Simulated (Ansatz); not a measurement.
**GeH₂S₂: how energies converge with the basis set**

One table from this session's results is given with a row withheld; the runs are named, their logs left out.

Method: one geometry, several basis sets; program: Ansatz 0.2.0, Gaussian basis.

Plan: PBE0-D4/def2-SVP; ωB97M-V/def2-SVP; PBE0-D4/def2-QZVPP; ωB97M-V/def2-QZVPP; the functionals' def2-TZVPP values are taken from earlier runs.

### The relaxed structure

All runs share one geometry, relaxed beforehand with PBE0-D4 in a triple-zeta def2 set.

SMILES `[SH][Ge][SH]`, 5 atoms, charge 0, spin multiplicity 1.

Atoms are counted from 1 here; the program's logs count them from 0.

Bond lengths: S1–Ge2 2.244 Å, S1–H4 1.343 Å, Ge2–S3 2.244 Å, S3–H5 1.343 Å. Angles: Ge2–S1–H4 100.7°, S1–Ge2–S3 102.9°, Ge2–S3–H5 100.7°.

Set-up of the first run:

Contents of in.yaml:

```yaml
crystal:
  periodic: [false, false, false]
  atoms:
    - {symbol: S, position_ang: [-1.585534, -0.528308, -0.565792]}
    - {symbol: Ge, position_ang: [-0.667819, 1.426520, 0.044230]}
    - {symbol: S, position_ang: [1.438941, 0.852872, 0.562091]}
    - {symbol: H, position_ang: [-0.541100, -1.356834, -0.403291]}
    - {symbol: H, position_ang: [1.405312, -0.467950, 0.321261]}
basis:
  gaussian: {orbitals: def2-SVP}
hamiltonian: {xc: pbe0, dispersion: d4}
output: {orbitals: {seedname: orbitals}}
```

Launch:

```bash
$ ansatz run in.yaml --threads 4 --pin off --events-out ev --progress --plain --max-ram 10444MiB
```

Steps of the session up to this table: PBE0-D4 in def2-SVP; ωB97M-V in def2-SVP; PBE0-D4 in def2-QZVPP; ωB97M-V in def2-QZVPP.

One of the session's tables, all rows but one given; the rest of the session is left out.

It belongs to the step «Functionals by basis». 

```
functional       basis  HOMO (eV)  LUMO (eV)
   PBE0-D4    def2-SVP      -7.39      -2.25
   PBE0-D4  def2-TZVPP      -7.44      -2.37
   PBE0-D4  def2-QZVPP      -7.48      -2.42
   ωB97M-V    def2-SVP      -9.42      -0.32
   ωB97M-V  def2-TZVPP      -9.50      -0.47
   ωB97M-V  def2-QZVPP          ?          ?
```

Q: Estimate the row for ωB97M-V, def2-QZVPP from the others.

**Answer.** HOMO (eV): -9.54; LUMO (eV): -0.57. In the column «HOMO (eV)» it is the lowest.
